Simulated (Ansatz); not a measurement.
Predict the output of the script below (Ansatz 0.2.0 through its Python package).

Input file `ch2br.xyz`:
```text
4

C     0.01600   -0.23020   -0.10070
Br    0.18010    1.37300    0.83700
H    -0.37000   -0.10000   -1.15880
H     0.22950   -1.10300    0.40210
```

Script `relaxed_scan_ch2br.py`:
```python
'''Relaxed scan of one distance in CH2Br.'''

from dataclasses import dataclass

import ansatz
import numpy as np


@dataclass(frozen=True)
class Options:
    basis: str = 'def2-SVP'
    functional: str = 'pbe'
    vdw: str = 'd3bj'


opts = Options()

mol = ansatz.Crystal.molecule_from_extxyz('ch2br.xyz')

job = (
    mol.calculation()
    .basis(gaussian=opts.basis)
    .functional(opts.functional, dispersion=opts.vdw)
    .spin('collinear', total=1)
)
symbols = [site.symbol for site in mol.cartesian_sites]
pairs = [(0, 1), (0, 2), (0, 3)]
print('held (A)   E (eV)        ', '  '.join(f'{symbols[i]}{i}-{symbols[j]}{j}' for i, j in pairs))
for length in [1.04, 1.13, 1.22, 1.36, 1.53]:
    rep = job.relax(constraints=[ansatz.DistanceConstraint((0, 2), at=length)], force_tolerance=0.02, max_steps=60).run().report
    xyz = np.array(rep['positions_ang'])
    print(f'{length:6.2f} {rep["free_energy_ev"]:14.5f}  ', '  '.join(f'{np.linalg.norm(xyz[i] - xyz[j]):.3f}' for i, j in pairs))
```

Running `python relaxed_scan_ch2br.py` prints:
```text
held (A)   E (eV)         C0-Br1  C0-H2  C0-H3
DeckWarning: relax.constraints: the input's atoms, or those drawn, lie off the distances that are held; a relaxation that starts there is brought onto them ahead of its first SCF, by positions alone, [...]
  1.04   -71092.76102   1.854  1.040  1.097
  1.13   -71092.80693   1.852  1.130  1.098
  1.22   -71092.61720   1.851  1.220  1.098
  1.36   -71092.08968   1.850  1.360  1.101
  1.53   -71091.32243   1.849  1.530  1.103
```
(Warnings from the package without file and line, shortened, repeats left out.)

Total energies depend on the basis set; only differences at equal settings carry meaning. The energies are electronic: no zero-point or thermal terms, and the basis set is short of its limit. The species is open-shell (spin multiplicity 2). Run time: 37 s on 1 thread of Intel(R) Xeon(R) Platinum 8375C CPU @ 2.90GHz (Ice Lake), with other jobs on the host, peak memory 0.2 GiB.

(Lines on the test bed's own set-up are left out of the output.)
